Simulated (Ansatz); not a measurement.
# HfI2Cl2: a ladder of functionals and wavefunction methods

The task here is to estimate one member of a computed series from the others.

Method: functionals in def2-TZVPP, the program's frozen cores in correlated methods; program: Ansatz 0.2.0, Gaussian basis.

Plan: LDA (SPW92), PBE-D4, revPBE-D4, BLYP-D4, r2SCAN-D4, B97M-V, PBE0-D4, B3LYP-D4, r2SCANh-D4, r2SCAN0-D4, HSE06-D4, BHLYP-D4, CAM-B3LYP-D4, LC-ωPBE, ωB97X-V, ωB97M-V, B2PLYP, PBE-QIDH; CCSD(T)/def2-SVP; CCSD(T)/def2-TZVPP; MP2/def2-QZVPP; extrapolation to the limit; RPA on PBE.

## The relaxed structure

An earlier PBE0-D4 in a triple-zeta def2 set relaxation fixed the geometry. Hf, I take the def2 core potential; no spin-orbit term is included.

SMILES `[Cl][Hf]([Cl])([I])[I]`, 5 atoms, charge 0, spin multiplicity 1.

Atoms are counted from 1 here; the program's logs count them from 0.

Bond lengths: Cl1–Hf2 2.312 Å, Hf2–Cl3 2.312 Å, Hf2–I4 2.683 Å, Hf2–I5 2.683 Å. Angles: Cl1–Hf2–Cl3 109.2°, Cl1–Hf2–I4 109.5°, Cl1–Hf2–I5 109.5°, Cl3–Hf2–I4 109.5°, Cl3–Hf2–I5 109.5°, I4–Hf2–I5 109.7°.

The first run:

in.yaml reads:

```yaml
crystal:
  periodic: [false, false, false]
  atoms:
    - {symbol: Cl, position_ang: [-0.147451, -0.647556, 2.260752]}
    - {symbol: Hf, position_ang: [0.061019, -0.064005, 0.032919]}
    - {symbol: Cl, position_ang: [1.936190, -1.089294, -0.849942]}
    - {symbol: I, position_ang: [-2.116004, -0.871284, -1.310817]}
    - {symbol: I, position_ang: [0.316248, 2.598437, -0.174310]}
basis:
  gaussian: {orbitals: def2-TZVPP}
hamiltonian: {xc: lda}
output: {orbitals: {seedname: orbitals}}
```

Command:

```
ansatz run in.yaml --threads 4 --pin off --events-out ev --progress --plain --max-ram 11315MiB
```

Steps of the session up to this table: LDA; PBE-D4 (GGA); revPBE-D4 (GGA); BLYP-D4 (GGA); r2SCAN-D4 (meta-GGA); B97M-V (meta-GGA); PBE0-D4 (hybrid); B3LYP-D4 (hybrid); r2SCANh-D4 (hybrid); r2SCAN0-D4 (hybrid); HSE06-D4 (hybrid); BHLYP-D4 (hybrid); CAM-B3LYP-D4 (range-separated); LC-ωPBE (range-separated); ωB97X-V (range-separated); ωB97M-V (range-separated); B2PLYP (double hybrid); PBE-QIDH (double hybrid).

One table of the session follows, with a row left open; its other results are not shown here.

It belongs to the step «Orbital energies across the functionals». 

| functional | HOMO (eV) | LUMO (eV) | gap (eV) |
| --- | --- | --- | --- |
| LDA (SPW92) | -7.17 | -3.38 | 3.78 |
| PBE-D4 | -6.99 | -3.16 | 3.84 |
| revPBE-D4 | -6.93 | -3.08 | 3.86 |
| BLYP-D4 | -6.79 | -2.99 | 3.79 |
| r2SCAN-D4 | -7.32 | -3.04 | 4.27 |
| B97M-V | -7.27 | -2.93 | 4.33 |
| PBE0-D4 | -8.09 | -2.45 | 5.64 |
| B3LYP-D4 | -7.83 | -2.60 | 5.23 |
| r2SCANh-D4 | -7.71 | -2.78 | 4.93 |
| r2SCAN0-D4 | -8.31 | -2.37 | 5.93 |
| HSE06-D4 | -7.71 | -2.82 | 4.89 |
| BHLYP-D4 | -9.00 | -1.55 | 7.46 |
| CAM-B3LYP-D4 | ? | ? | ? |
| LC-ωPBE | -10.59 | -0.41 | 10.18 |
| ωB97X-V | -10.25 | -0.46 | 9.80 |
| ωB97M-V | -10.12 | -0.53 | 9.59 |

Estimate the missing values for CAM-B3LYP-D4.

As computed: HOMO (eV): -9.27; LUMO (eV): -1.41; gap (eV): 7.85. In the column «HOMO (eV)» it lies between ωB97M-V (-10.12) and BHLYP-D4 (-9.00).
